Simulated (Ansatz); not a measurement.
# CH4BrClSi: one species, many methods

The task here is to estimate one member of a computed series from the others.

Method: functionals in def2-TZVPP, the program's frozen cores in correlated methods; program: Ansatz 0.2.0, Gaussian basis.

Plan: LDA (SPW92), PBE-D4, revPBE-D4, BLYP-D4, r2SCAN-D4, B97M-V, PBE0-D4, B3LYP-D4, r2SCANh-D4, r2SCAN0-D4, HSE06-D4, BHLYP-D4, CAM-B3LYP-D4, LC-ωPBE, ωB97X-V, ωB97M-V, B2PLYP, PBE-QIDH; CCSD(T)/def2-SVP; CCSD(T)/def2-TZVPP; MP2/def2-QZVPP; extrapolation to the limit; RPA on PBE.

## The geometry

The geometry comes from an earlier relaxation with PBE0-D4 in a triple-zeta def2 set; it is a stationary point, not always the lowest conformer.

8 atoms, charge 0, spin multiplicity 1.

Atoms are counted from 1 here; the program's logs count them from 0.

Bond lengths: C1–Si2 1.848 Å, C1–H5 1.092 Å, C1–H6 1.092 Å, C1–H7 1.093 Å, Si2–Cl3 2.049 Å, Si2–Br4 2.216 Å, Si2–H8 1.478 Å. Angles: Si2–C1–H5 110.1°, Si2–C1–H6 110.4°, Si2–C1–H7 110.0°, H5–C1–H6 108.7°, H5–C1–H7 108.9°, H6–C1–H7 108.7°, C1–Si2–Cl3 109.8°, C1–Si2–Br4 109.8°, C1–Si2–H8 113.5°, Cl3–Si2–Br4 109.0°, Cl3–Si2–H8 107.4°, Br4–Si2–H8 107.2°.

Geometry (Å):

```xyz
8

C    -0.26800    0.98640    0.12764
Si    0.31011   -0.73318   -0.22672
Cl    1.63913   -1.32982    1.21460
Br   -1.41928   -2.11950   -0.23377
H    -0.97500    1.30972   -0.63972
H    -0.76276    1.02907    1.09965
H     0.58310    1.67168    0.13640
H     0.98481   -0.87137   -1.53398
```

The first run:

in.yaml reads:

```yaml
crystal:
  periodic: [false, false, false]
  atoms:
    - {symbol: C, position_ang: [-0.267997, 0.986400, 0.127643]}
    - {symbol: Si, position_ang: [0.310109, -0.733185, -0.226724]}
    - {symbol: Cl, position_ang: [1.639129, -1.329819, 1.214605]}
    - {symbol: Br, position_ang: [-1.419281, -2.119499, -0.233769]}
    - {symbol: H, position_ang: [-0.974997, 1.309721, -0.639722]}
    - {symbol: H, position_ang: [-0.762764, 1.029072, 1.099653]}
    - {symbol: H, position_ang: [0.583095, 1.671679, 0.136400]}
    - {symbol: H, position_ang: [0.984805, -0.871372, -1.533984]}
basis:
  gaussian: {orbitals: def2-TZVPP}
hamiltonian: {xc: lda}
output: {orbitals: {seedname: orbitals}}
```

Steps of the session up to this table: LDA; PBE-D4 (GGA); revPBE-D4 (GGA); BLYP-D4 (GGA); r2SCAN-D4 (meta-GGA); B97M-V (meta-GGA); PBE0-D4 (hybrid); B3LYP-D4 (hybrid); r2SCANh-D4 (hybrid); r2SCAN0-D4 (hybrid); HSE06-D4 (hybrid); BHLYP-D4 (hybrid); CAM-B3LYP-D4 (range-separated); LC-ωPBE-D4 (range-separated; the results give it without D4); ωB97X-V (range-separated); ωB97M-V (range-separated); B2PLYP (double hybrid); PBE-QIDH (double hybrid).

One table of the session follows, with a row left open; its other results are not shown here.

It belongs to the step «Frontier levels by functional». 

| functional | HOMO (eV) | gap (eV) |
| --- | --- | --- |
| LDA (SPW92) | -7.33 | 6.25 |
| PBE-D4 | -7.20 | 6.38 |
| revPBE-D4 | -7.16 | 6.44 |
| BLYP-D4 | -7.05 | 6.35 |
| r2SCAN-D4 | -7.54 | 7.08 |
| B97M-V | -7.62 | 7.18 |
| PBE0-D4 | -8.49 | 8.60 |
| B3LYP-D4 | -8.24 | 8.12 |
| r2SCANh-D4 | -8.01 | 7.87 |
| r2SCAN0-D4 | -8.71 | 9.04 |
| HSE06-D4 | -8.09 | 7.83 |
| BHLYP-D4 | -9.64 | 10.77 |
| CAM-B3LYP-D4 | -9.83 | 11.02 |
| LC-ωPBE | ? | ? |
| ωB97X-V | -10.86 | 13.14 |
| ωB97M-V | -10.70 | 12.74 |

Q: Estimate the row for LC-ωPBE from the others.

**Answer.** HOMO (eV): -11.21; gap (eV): 13.61. In the column «HOMO (eV)» it is the lowest.
